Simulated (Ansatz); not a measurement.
## BaZrO₃, space group Pm-3m: a single point

Program: the Python package of Ansatz (0.2.0).

The script reads `bazro3.cif`:
```cif
data_BaZrO3
_cell_length_a 4.191340
_cell_length_b 4.191340
_cell_length_c 4.191340
_cell_angle_alpha 90.00000
_cell_angle_beta 90.00000
_cell_angle_gamma 90.00000
_symmetry_space_group_name_H-M 'P 1'
_symmetry_Int_Tables_number 1
loop_
_symmetry_equiv_pos_as_xyz
'x, y, z'
loop_
_atom_site_label
_atom_site_type_symbol
_atom_site_fract_x
_atom_site_fract_y
_atom_site_fract_z
Ba1 Ba    0.000000    0.000000    0.000000
Zr2 Zr    0.500000    0.500000    0.500000
O3 O    0.000000    0.500000    0.500000
O4 O    0.500000    0.000000    0.500000
O5 O    0.500000    0.500000    0.000000
```

`bazro3_scf.py`
```python
'''SCF run for BaZrO3.'''

import ansatz as az
from ase.io import read

DISPERSION = 'D4'
CUTOFF_EV = 450
K_SPACING = 0.36
OCCUPATIONS = 'Fixed'

atoms = read('bazro3.cif')
crystal = az.Crystal.from_ase(atoms)

# settings of the run
setup = (
    crystal.calculation()
    .functional(az.Functional.PBE, dispersion=DISPERSION)
    .basis(CUTOFF_EV)  # a bare number is in eV
    .kpoints(spacing=K_SPACING)  # the mesh must be finer for metals
    .occupations(OCCUPATIONS)  # whole-number filling, right only where there is a gap
    .compute(band_table=True)
)
planned = setup.session().plan(threads=1)
facts = planned.describe()
print('plan:', facts['n_bands'], 'bands,', len(facts['kpoints_frac']), 'k-points, plane waves', facts['n_pw_range'], 'grid', facts['fft_dense'])
done = planned.execute()
report = done.report

n_atoms = len(report['lattice']['sites'])
print('F =', round(report['free_energy_ev'], 4), 'eV for', n_atoms, 'atoms')
print('E(sigma -> 0) =', round(report['energy_sigma0_ev'], 4), 'eV, TS =', round(report['entropy_ts_ev'], 5), 'eV')
print('closed by', report['closed_by'], 'after', report['n_iterations'], 'iterations')

print('doubts on the final state:', report['published_state_doubts'] or 'none')
print('warnings:', sorted({n['data']['kind'] for n in done.notices if n['data'].get('severity') in ('warning', 'doubt')}) or 'none')

gap = None if 'band_edges_ev' not in report else report['band_edges_ev'][1] - report['band_edges_ev'][0]
print('gap on the k mesh:', 'withheld (metal, or smearing too wide to tell)' if gap is None else f'{gap:.3f} eV')
print('lowest empty less highest filled band, by band count:', round(report['gap_by_band_count_ev'], 3), 'eV')
```

```console
$ python bazro3_scf.py
plan: 25 bands, 10 k-points, plane waves [1575, 1606] grid [30, 30, 30]
F = -11845.6845 eV for 5 atoms
E(sigma -> 0) = -11845.6845 eV, TS = 0.0 eV
closed by deck_thresholds after 6 iterations
doubts on the final state: none
warnings: none
gap on the k mesh: 3.345 eV
lowest empty less highest filled band, by band count: 3.345 eV
```

Caveats:
- Absolute energies stand on the zero of these potentials, so only differences at equal settings mean something. A total without «per atom» is that of the cell as typed.
- The run is spin-unpolarised.
- Along an axis with an odd division the mesh misses the point at one half; a gap read on a finite mesh is an upper bound on this functional's gap.
- Semilocal gaps usually lie well under measured ones.
- The structure is a deposited one; some such entries were measured under pressure or heat, so a shift against it needn't be the functional's error alone.
- Gaps and levels are Kohn-Sham values on a finite set of k-points, without spin-orbit coupling.
- Run time: 2.6 s on 1 thread of Arm Neoverse V1, with other jobs on the host, peak memory 0.44 GiB.

(Lines on the test bed's own set-up are left out of the output.)
